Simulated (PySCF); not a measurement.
# BH₇N₂Si: core binding energies at several levels of theory, part 1 of 3

How much do the core binding energies of BH₇N₂Si (`NBN[SiH3]`) depend on the level of theory, and what does each level cost?

The runs use PySCF 2.14.0, with density-fitted response routines of our own; the level of theory stands in each step. All values are computed, except where a source is named. Atoms count from 0, in the outputs and in this text.

### Step 1. Starting geometry

11 atoms, charge 0, multiplicity 1; geometry from: PBE0-D3(BJ)/def2-SVP.

Bonds of the start (Å): N0–B1 1.41, B1–N2 1.43, N2–Si3 1.74, N0–H4 1.01, N0–H5 1.01, B1–H6 1.21, N2–H7 1.02, Si3–H8 1.50, Si3–H9 1.50, Si3–H10 1.49.

### Step 2. X-ray photoelectron lines: SCAN, X2C

What the job is given:

```
{"job": {"kind": "xps"}, "charge": 0, "multiplicity": 1}
N      2.212477    -0.301442    -0.226243
B      0.950098     0.266698     0.023476
N     -0.276114    -0.427319    -0.211688
Si    -1.881289     0.218270    -0.000925
H      3.067227     0.202930    -0.043799
H      2.360082    -1.232582    -0.592071
H      0.905110     1.396364     0.461820
H     -0.211977    -1.369174    -0.588515
H     -2.542437     0.572801    -1.298370
H     -2.758449    -0.793510     0.668340
H     -1.790213     1.444326     0.840637
```

With the program's defaults for keys left out, this is: delta-SCF UKS SCAN, pcX-2 on the ionised atom, pcseg-1 elsewhere, spin-free X2C.

The run is started by

```console
$ OMP_NUM_THREADS=1 python probes_run.py task.json out
```

One launch serves the whole session: the jobs run in the order shown.

Output:

```text
ground state, core basis on atom 0 (N), 126 functions
  cycle   1  E = -428.60930207  |g| = 5.92e-01
  cycle   2  E = -428.49437720  |g| = 9.19e-01
  cycle   3  E = -428.68705630  |g| = 7.28e-02
  cycle   4  E = -428.68830271  |g| = 3.46e-02
  cycle   5  E = -428.68854908  |g| = 1.29e-02
  cycle   6  E = -428.68858278  |g| = 4.60e-03
  cycle   7  E = -428.68858762  |g| = 1.00e-03
  cycle   8  E = -428.68858713  |g| = 1.57e-04
  E(ground) = -428.72587042 Eh
hole in N 1s of atom 0
  cycle   1  E = -413.11726277  |g| = 1.86e+00
  cycle   2  E = -412.63775219  |g| = 1.96e+00
  cycle   3  E = -413.74627775  |g| = 4.06e-01
  cycle   4  E = -413.75179467  |g| = 3.42e-01
  cycle   5  E = -413.80896537  |g| = 3.67e-02
  cycle   6  E = -413.80962620  |g| = 6.55e-03
  cycle   7  E = -413.80964524  |g| = 2.72e-03
  cycle   8  E = -413.80964997  |g| = 1.01e-03
  cycle   9  E = -413.80965022  |g| = 3.70e-04
  E(ion) = -413.84604295 Eh   <S^2> = 0.7638   hole on atom = 1.000   binding energy = 404.901 eV
ground state, core basis on atom 1 (B), 126 functions
  cycle   1  E = -428.67032569  |g| = 4.93e-02
  cycle   2  E = -428.67029604  |g| = 2.53e-02
  cycle   3  E = -428.67040957  |g| = 1.45e-02
  cycle   4  E = -428.67046231  |g| = 3.40e-03
  cycle   5  E = -428.67046574  |g| = 5.82e-04
  cycle   6  E = -428.67046659  |g| = 8.91e-05
  E(ground) = -428.71120488 Eh
hole in B 1s of atom 1
  cycle   1  E = -421.07623832  |g| = 1.17e+00
  cycle   2  E = -419.55040228  |g| = 1.79e+00
  cycle   3  E = -421.36327620  |g| = 4.00e-01
  cycle   4  E = -421.42330934  |g| = 3.32e-01
  cycle   5  E = -421.46908007  |g| = 1.40e-01
  cycle   6  E = -421.47820565  |g| = 3.99e-02
  cycle   7  E = -421.47890978  |g| = 1.47e-02
  cycle   8  E = -421.47906658  |g| = 5.91e-03
  cycle   9  E = -421.47912192  |g| = 3.10e-03
  cycle  10  E = -421.47914411  |g| = 1.02e-03
  cycle  11  E = -421.47914531  |g| = 3.68e-04
  E(ion) = -421.52024113 Eh   <S^2> = 0.7952   hole on atom = 1.000   binding energy = 195.676 eV
ground state, core basis on atom 2 (N), 126 functions
  cycle   1  E = -428.69005057  |g| = 7.19e-02
  cycle   2  E = -428.69006605  |g| = 7.85e-03
  cycle   3  E = -428.69006117  |g| = 8.88e-03
  cycle   4  E = -428.69007810  |g| = 2.38e-03
  cycle   5  E = -428.69007960  |g| = 2.70e-04
  E(ground) = -428.72739737 Eh
hole in N 1s of atom 2
  cycle   1  E = -413.12368490  |g| = 1.87e+00
  cycle   2  E = -412.45777702  |g| = 2.08e+00
  cycle   3  E = -413.75971715  |g| = 4.35e-01
  cycle   4  E = -413.78583885  |g| = 3.12e-01
  cycle   5  E = -413.83278274  |g| = 5.18e-02
  cycle   6  E = -413.83399341  |g| = 7.48e-03
  cycle   7  E = -413.83402063  |g| = 2.57e-03
  cycle   8  E = -413.83402573  |g| = 1.00e-03
  cycle   9  E = -413.83402518  |g| = 3.63e-04
  E(ion) = -413.87016730 Eh   <S^2> = 0.7650   hole on atom = 1.000   binding energy = 404.286 eV
ground state, core basis on atom 3 (Si), 137 functions
  cycle   1  E = -428.77291782  |g| = 2.88e-01
  cycle   2  E = -428.77301806  |g| = 3.81e-02
  cycle   3  E = -428.77305146  |g| = 2.44e-02
  cycle   4  E = -428.77311690  |g| = 3.00e-03
  cycle   5  E = -428.77311728  |g| = 6.66e-04
  cycle   6  E = -428.77311897  |g| = 1.19e-04
  E(ground) = -428.77105652 Eh
hole in Si 1s of atom 3
  cycle   1  E = -359.84499001  |g| = 4.35e+00
  cycle   2  E = -358.30718429  |g| = 2.46e+00
  cycle   3  E = -352.83230267  |g| = 3.34e+00
  cycle   4  E = -360.62299585  |g| = 6.96e-01
  cycle   5  E = -360.87254771  |g| = 1.88e-01
  cycle   6  E = -360.88638157  |g| = 1.42e-01
  cycle   7  E = -360.89401519  |g| = 5.67e-02
  cycle   8  E = -360.89575419  |g| = 7.77e-03
  cycle   9  E = -360.89578276  |g| = 3.85e-03
  cycle  10  E = -360.89579020  |g| = 1.21e-03
  cycle  11  E = -360.89579115  |g| = 3.05e-04
  E(ion) = -360.90198154 Eh   <S^2> = 0.7523   hole on atom = 1.000   binding energy = 1846.812 eV
hole in Si 2p of atom 3
  cycle   1  E = -424.50529286  |g| = 1.23e+00
  cycle   2  E = -422.96376864  |g| = 1.62e+00
  cycle   3  E = -424.41217806  |g| = 8.82e-01
  cycle   4  E = -424.79660960  |g| = 1.85e-01
  cycle   5  E = -424.80930715  |g| = 1.69e-01
  cycle   6  E = -424.82203486  |g| = 4.21e-02
  cycle   7  E = -424.82287786  |g| = 7.86e-03
  cycle   8  E = -424.82290869  |g| = 2.06e-03
  cycle   9  E = -424.82291001  |g| = 9.27e-04
  cycle  10  E = -424.82291137  |g| = 2.41e-04
  E(ion) = -424.83220320 Eh   <S^2> = 0.7516   hole on atom = 1.003   binding energy = 107.182 eV
  2p3/2 = 106.958 eV   2p1/2 = 107.581 eV
```

Wall time 22 s (1 thread of Arm Neoverse V1, shared host); peak memory 0.5 GiB.

Binding energies by hole, beside the orbital energy of the ground state; the difference holds orbital relaxation and, for a density functional, its self-interaction error:

| hole | stands for | environment | ΔSCF (eV; 2p as the shell's mean) | −ε (eV) | ⟨S²⟩ |
| --- | --- | --- | --- | --- | --- |
| N1s on N0 | N0 | nitrogen bonded to B, 2 H | 404.90 | 385.6 | 0.764 |
| B1s on B1 | B1 | boron bonded to 2 N, H | 195.68 | 179.7 | 0.795 |
| N1s on N2 | N2 | nitrogen bonded to B, Si, H | 404.29 | 385.4 | 0.765 |
| Si1s on Si3 | Si3 | silicon bonded to N, 3 H | 1846.81 | 1793.4 | 0.752 |
| Si2p on Si3 | Si3 | silicon bonded to N, 3 H | 107.17 | 96.2 | 0.752 |

With the spin-orbit splitting: Si3 2p3/2 106.96, 2p1/2 107.58 eV. The table gives each 2p level as the mean over the whole 2p shell (two parts 2p3/2, one part 2p1/2), which differs a little from the single hole in the log.

### Step 3. Core-electron binding energies: B3LYP, X2C

The job, as its differences from that of step 2:

```diff
@@ -1,2 +1,2 @@
-{"job": {"kind": "xps"}, "charge": 0, "multiplicity": 1}
+{"job": {"kind": "xps", "xc": "B3LYP"}, "charge": 0, "multiplicity": 1}
 N      2.212477    -0.301442    -0.226243
```

Level: delta-SCF UKS B3LYP, pcX-2 on the ionised atom, pcseg-1 elsewhere, spin-free X2C.

Output:

```text
ground state, core basis on atom 0 (N), 126 functions
  cycle   1  E = -428.72952568  |g| = 5.37e-01
  cycle   2  E = -428.66454177  |g| = 7.69e-01
  cycle   3  E = -428.79370883  |g| = 5.53e-02
  cycle   4  E = -428.79435380  |g| = 2.57e-02
  cycle   5  E = -428.79449606  |g| = 9.04e-03
  cycle   6  E = -428.79451329  |g| = 2.08e-03
  cycle   7  E = -428.79451411  |g| = 2.42e-04
  E(ground) = -428.79438444 Eh
hole in N 1s of atom 0
  cycle   1  E = -413.23202127  |g| = 1.87e+00
  cycle   2  E = -412.86881013  |g| = 1.91e+00
  cycle   3  E = -413.88097567  |g| = 3.15e-01
  cycle   4  E = -413.89213829  |g| = 2.35e-01
  cycle   5  E = -413.91709457  |g| = 2.30e-02
  cycle   6  E = -413.91731395  |g| = 2.83e-03
  cycle   7  E = -413.91731899  |g| = 1.10e-03
  cycle   8  E = -413.91732028  |g| = 4.17e-04
  E(ion) = -413.91711391 Eh   <S^2> = 0.7579   hole on atom = 1.000   binding energy = 404.831 eV
ground state, core basis on atom 1 (B), 126 functions
  cycle   1  E = -428.78012975  |g| = 3.35e-02
  cycle   2  E = -428.78014469  |g| = 1.06e-02
  cycle   3  E = -428.78015631  |g| = 8.65e-03
  cycle   4  E = -428.78017421  |g| = 2.09e-03
  cycle   5  E = -428.78017505  |g| = 2.63e-04
  E(ground) = -428.78011153 Eh
hole in B 1s of atom 1
  cycle   1  E = -421.16978073  |g| = 1.17e+00
  cycle   2  E = -420.23295966  |g| = 1.62e+00
  cycle   3  E = -421.51098865  |g| = 3.23e-01
  cycle   4  E = -421.54932891  |g| = 2.47e-01
  cycle   5  E = -421.57473296  |g| = 8.43e-02
  cycle   6  E = -421.57804547  |g| = 9.60e-03
  cycle   7  E = -421.57809917  |g| = 5.16e-03
  cycle   8  E = -421.57811374  |g| = 1.78e-03
  cycle   9  E = -421.57811760  |g| = 7.11e-04
  cycle  10  E = -421.57811886  |g| = 2.32e-04
  E(ion) = -421.57804866 Eh   <S^2> = 0.7629   hole on atom = 1.000   binding energy = 195.978 eV
ground state, core basis on atom 2 (N), 126 functions
  cycle   1  E = -428.79523715  |g| = 5.49e-02
  cycle   2  E = -428.79513039  |g| = 3.22e-02
  cycle   3  E = -428.79521333  |g| = 2.69e-02
  cycle   4  E = -428.79536055  |g| = 3.54e-03
  cycle   5  E = -428.79536288  |g| = 4.86e-04
  E(ground) = -428.79527059 Eh
hole in N 1s of atom 2
  cycle   1  E = -413.24134389  |g| = 1.88e+00
  cycle   2  E = -412.72288218  |g| = 2.02e+00
  cycle   3  E = -413.90110217  |g| = 3.37e-01
  cycle   4  E = -413.92261035  |g| = 2.16e-01
  cycle   5  E = -413.94303668  |g| = 3.33e-02
  cycle   6  E = -413.94348587  |g| = 3.02e-03
  cycle   7  E = -413.94349022  |g| = 1.03e-03
  cycle   8  E = -413.94349149  |g| = 3.96e-04
  E(ion) = -413.94344522 Eh   <S^2> = 0.7583   hole on atom = 1.000   binding energy = 404.139 eV
ground state, core basis on atom 3 (Si), 137 functions
  cycle   1  E = -428.85278133  |g| = 1.67e-01
  cycle   2  E = -428.85283291  |g| = 4.57e-02
  cycle   3  E = -428.85281718  |g| = 3.71e-02
  cycle   4  E = -428.85305123  |g| = 1.19e-02
  cycle   5  E = -428.85308048  |g| = 9.65e-04
  cycle   6  E = -428.85308043  |g| = 2.68e-04
  E(ground) = -428.85312690 Eh
hole in Si 1s of atom 3
  cycle   1  E = -359.96391867  |g| = 4.39e+00
  cycle   2  E = -360.32546848  |g| = 1.98e+00
  cycle   3  E = -360.86241483  |g| = 5.87e-01
  cycle   4  E = -360.99795008  |g| = 2.71e-01
  cycle   5  E = -361.02933330  |g| = 8.07e-02
  cycle   6  E = -361.03238083  |g| = 9.10e-03
  cycle   7  E = -361.03240850  |g| = 5.19e-03
  cycle   8  E = -361.03241918  |g| = 1.48e-03
  cycle   9  E = -361.03242080  |g| = 2.75e-04
  E(ion) = -361.03244962 Eh   <S^2> = 0.7517   hole on atom = 1.000   binding energy = 1845.495 eV
hole in Si 2p of atom 3
  cycle   1  E = -424.59390487  |g| = 1.22e+00
  cycle   2  E = -424.63732354  |g| = 9.40e-01
  cycle   3  E = -424.89702863  |g| = 1.85e-01
  cycle   4  E = -424.91070015  |g| = 9.22e-02
  cycle   5  E = -424.91415778  |g| = 2.37e-02
  cycle   6  E = -424.91443436  |g| = 4.11e-03
  cycle   7  E = -424.91444051  |g| = 1.63e-03
  cycle   8  E = -424.91444238  |g| = 5.38e-04
  cycle   9  E = -424.91444239  |g| = 1.33e-04
  E(ion) = -424.91449386 Eh   <S^2> = 0.7519   hole on atom = 1.002   binding energy = 107.176 eV
  2p3/2 = 106.956 eV   2p1/2 = 107.575 eV
```

It took 23 s on 1 thread of Arm Neoverse V1, shared host; peak memory 0.48 GiB.

Binding energies by hole, beside the orbital energy of the ground state; the difference holds orbital relaxation and, for a density functional, its self-interaction error:

| hole | stands for | environment | ΔSCF (eV; 2p as the shell's mean) | −ε (eV) | ⟨S²⟩ |
| --- | --- | --- | --- | --- | --- |
| N1s on N0 | N0 | nitrogen bonded to B, 2 H | 404.83 | 389.3 | 0.758 |
| B1s on B1 | B1 | boron bonded to 2 N, H | 195.98 | 183.4 | 0.763 |
| N1s on N2 | N2 | nitrogen bonded to B, Si, H | 404.14 | 389.1 | 0.758 |
| Si1s on Si3 | Si3 | silicon bonded to N, 3 H | 1845.49 | 1802.9 | 0.752 |
| Si2p on Si3 | Si3 | silicon bonded to N, 3 H | 107.16 | 98.8 | 0.752 |

With the spin-orbit splitting: Si3 2p3/2 106.96, 2p1/2 107.57 eV. The table gives each 2p level as the mean over the whole 2p shell (two parts 2p3/2, one part 2p1/2), which differs a little from the single hole in the log.

### Step 4. X-ray photoelectron lines: PBE0, X2C

The job, as its differences from that of step 3:

```diff
@@ -1,2 +1,2 @@
-{"job": {"kind": "xps", "xc": "B3LYP"}, "charge": 0, "multiplicity": 1}
+{"job": {"kind": "xps", "xc": "PBE0"}, "charge": 0, "multiplicity": 1}
 N      2.212477    -0.301442    -0.226243
```

Method: delta-SCF UKS PBE0, pcX-2 on the ionised atom, pcseg-1 elsewhere, spin-free X2C.

Output:

```text
ground state, core basis on atom 0 (N), 126 functions
  cycle   1  E = -428.41671980  |g| = 4.66e-01
  cycle   2  E = -428.38770944  |g| = 6.01e-01
  cycle   3  E = -428.46635322  |g| = 4.65e-02
  cycle   4  E = -428.46679275  |g| = 2.12e-02
  cycle   5  E = -428.46689292  |g| = 6.64e-03
  cycle   6  E = -428.46690166  |g| = 1.69e-03
  cycle   7  E = -428.46690283  |g| = 2.12e-04
  E(ground) = -428.46682970 Eh
hole in N 1s of atom 0
  cycle   1  E = -412.92066968  |g| = 1.87e+00
  cycle   2  E = -412.68259917  |g| = 1.79e+00
  cycle   3  E = -413.57752445  |g| = 2.88e-01
  cycle   4  E = -413.59101612  |g| = 1.91e-01
  cycle   5  E = -413.60743805  |g| = 1.96e-02
  cycle   6  E = -413.60759952  |g| = 2.61e-03
  cycle   7  E = -413.60760522  |g| = 1.09e-03
  cycle   8  E = -413.60760594  |g| = 4.15e-04
  E(ion) = -413.60747180 Eh   <S^2> = 0.7597   hole on atom = 1.000   binding energy = 404.344 eV
ground state, core basis on atom 1 (B), 126 functions
  cycle   1  E = -428.45177042  |g| = 4.66e-02
  cycle   2  E = -428.45176101  |g| = 1.72e-02
  cycle   3  E = -428.45176553  |g| = 1.68e-02
  cycle   4  E = -428.45182702  |g| = 2.03e-03
  cycle   5  E = -428.45182801  |g| = 2.97e-04
  E(ground) = -428.45178399 Eh
hole in B 1s of atom 1
  cycle   1  E = -420.86788216  |g| = 1.18e+00
  cycle   2  E = -420.22275200  |g| = 1.45e+00
  cycle   3  E = -421.21764409  |g| = 3.09e-01
  cycle   4  E = -421.25850616  |g| = 1.87e-01
  cycle   5  E = -421.27270019  |g| = 6.84e-02
  cycle   6  E = -421.27479933  |g| = 1.73e-02
  cycle   7  E = -421.27494580  |g| = 4.92e-03
  cycle   8  E = -421.27496773  |g| = 1.76e-03
  cycle   9  E = -421.27497756  |g| = 7.71e-04
  cycle  10  E = -421.27497928  |g| = 2.29e-04
  E(ion) = -421.27493027 Eh   <S^2> = 0.7703   hole on atom = 1.000   binding energy = 195.292 eV
ground state, core basis on atom 2 (N), 126 functions
  cycle   1  E = -428.46796028  |g| = 7.35e-02
  cycle   2  E = -428.46789498  |g| = 2.69e-02
  cycle   3  E = -428.46785459  |g| = 3.11e-02
  cycle   4  E = -428.46805700  |g| = 2.13e-03
  cycle   5  E = -428.46805594  |g| = 3.22e-04
  E(ground) = -428.46803294 Eh
hole in N 1s of atom 2
  cycle   1  E = -412.92738128  |g| = 1.87e+00
  cycle   2  E = -412.54181106  |g| = 1.90e+00
  cycle   3  E = -413.59530055  |g| = 3.13e-01
  cycle   4  E = -413.61786272  |g| = 1.77e-01
  cycle   5  E = -413.63147585  |g| = 2.87e-02
  cycle   6  E = -413.63181051  |g| = 2.72e-03
  cycle   7  E = -413.63181577  |g| = 1.06e-03
  cycle   8  E = -413.63181605  |g| = 4.01e-04
  E(ion) = -413.63182271 Eh   <S^2> = 0.7603   hole on atom = 1.000   binding energy = 403.714 eV
ground state, core basis on atom 3 (Si), 137 functions
  cycle   1  E = -428.52457107  |g| = 2.10e-01
  cycle   2  E = -428.52454525  |g| = 4.17e-02
  cycle   3  E = -428.52438738  |g| = 4.59e-02
  cycle   4  E = -428.52480793  |g| = 7.69e-03
  cycle   5  E = -428.52481883  |g| = 8.58e-04
  cycle   6  E = -428.52481851  |g| = 1.72e-04
  E(ground) = -428.52487375 Eh
hole in Si 1s of atom 3
  cycle   1  E = -359.66760844  |g| = 4.38e+00
  cycle   2  E = -360.17601938  |g| = 1.83e+00
  cycle   3  E = -360.62656879  |g| = 4.81e-01
  cycle   4  E = -360.71387259  |g| = 2.17e-01
  cycle   5  E = -360.73459144  |g| = 6.00e-02
  cycle   6  E = -360.73627374  |g| = 8.44e-03
  cycle   7  E = -360.73629546  |g| = 4.99e-03
  cycle   8  E = -360.73630565  |g| = 9.27e-04
  cycle   9  E = -360.73630678  |g| = 2.18e-04
  E(ion) = -360.73635189 Eh   <S^2> = 0.7518   hole on atom = 1.000   binding energy = 1844.620 eV
hole in Si 2p of atom 3
  cycle   1  E = -424.27930026  |g| = 1.22e+00
  cycle   2  E = -424.37190583  |g| = 8.61e-01
  cycle   3  E = -424.58662161  |g| = 1.58e-01
  cycle   4  E = -424.59658911  |g| = 7.66e-02
  cycle   5  E = -424.59900124  |g| = 1.99e-02
  cycle   6  E = -424.59919006  |g| = 3.57e-03
  cycle   7  E = -424.59919547  |g| = 1.45e-03
  cycle   8  E = -424.59919653  |g| = 4.95e-04
  E(ion) = -424.59925811 Eh   <S^2> = 0.7524   hole on atom = 1.002   binding energy = 106.821 eV
  2p3/2 = 106.602 eV   2p1/2 = 107.218 eV
```

It took 22 s on 1 thread of Arm Neoverse V1, shared host; peak memory 0.48 GiB.

The holes in one table. −ε is the ground-state orbital energy:

| hole | stands for | environment | ΔSCF (eV; 2p as the shell's mean) | −ε (eV) | ⟨S²⟩ |
| --- | --- | --- | --- | --- | --- |
| N1s on N0 | N0 | nitrogen bonded to B, 2 H | 404.34 | 391.2 | 0.760 |
| B1s on B1 | B1 | boron bonded to 2 N, H | 195.29 | 184.3 | 0.770 |
| N1s on N2 | N2 | nitrogen bonded to B, Si, H | 403.71 | 391.0 | 0.760 |
| Si1s on Si3 | Si3 | silicon bonded to N, 3 H | 1844.62 | 1806.7 | 0.752 |
| Si2p on Si3 | Si3 | silicon bonded to N, 3 H | 106.81 | 99.5 | 0.752 |

With the spin-orbit splitting: Si3 2p3/2 106.60, 2p1/2 107.22 eV. The table gives each 2p level as the mean over the whole 2p shell (two parts 2p3/2, one part 2p1/2), which differs a little from the single hole in the log.

(Continued in part 2 of 3.)
